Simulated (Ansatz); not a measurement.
# HfC: the cost of one run

Computed with Ansatz 0.2.0 (DFT LDA, scalar-relativistic, plane waves, PAW, unless a step's input says otherwise).

## (1) The structure to begin with

It takes space group Pm-3m (No. 221, cubic). The conventional cell has a = 2.801 Å, b = 2.801 Å, c = 2.801 Å, α = 90.00°, β = 90.00°, γ = 90.00°. Hf (site symmetry m-3m) is surrounded by 8 C at 2.43 Å. C (site symmetry m-3m) has 8 Hf at 2.43 Å as nearest neighbours.

Coordinates:

```cif
data_structure
_symmetry_space_group_name_H-M 'Pm-3m'
_symmetry_Int_Tables_number 221
_cell_length_a 2.8007
_cell_length_b 2.8007
_cell_length_c 2.8007
_cell_angle_alpha 90.000
_cell_angle_beta 90.000
_cell_angle_gamma 90.000
_cell_volume 21.97
loop_
_atom_site_label
_atom_site_type_symbol
_atom_site_symmetry_multiplicity
_atom_site_Wyckoff_symbol
_atom_site_fract_x
_atom_site_fract_y
_atom_site_fract_z
_atom_site_occupancy
Hf1 Hf 1 a 0.00000 0.00000 0.00000 1
C1 C 1 b 0.50000 0.50000 0.50000 1
```

The cell was made up by rule, so the compound may not exist in this form.

This is a trial structure, the caesium chloride prototype, and another one may lie lower.

## (2) Coarse point 1 of the search for the rest volume

The input, input.yaml:

```yaml
crystal:
  lattice:
    - [2.8007261558, 0.0, 0.0]
    - [0.0, 2.8007261558, 0.0]
    - [0.0, 0.0, 2.8007261558]
  atoms:
    - { symbol: Hf, position: [0.0, 0.0, 0.0] }
    - { symbol: C, position: [0.5, 0.5, 0.5] }
basis:
  ecutwfc: 420
kpoints:
  mp_grid: { grid: [6, 6, 6] }
hamiltonian:
  xc: lda
scf:
  occupations: { method: gaussian, width: 0.05 }
output:
  forces: true
  stress: true
  eigenvalues: true
```

The run is started by

```
$ ansatz run input.yaml --threads 1 --pin off --max-ram 1228MiB --backend cpu --events-out ev --progress --plain --runs-dir out
```

Q: Estimate wall time and peak memory on 1 thread of Arm Neoverse N1, shared host.

About 1.5 s, with a peak of 0.33 GiB.
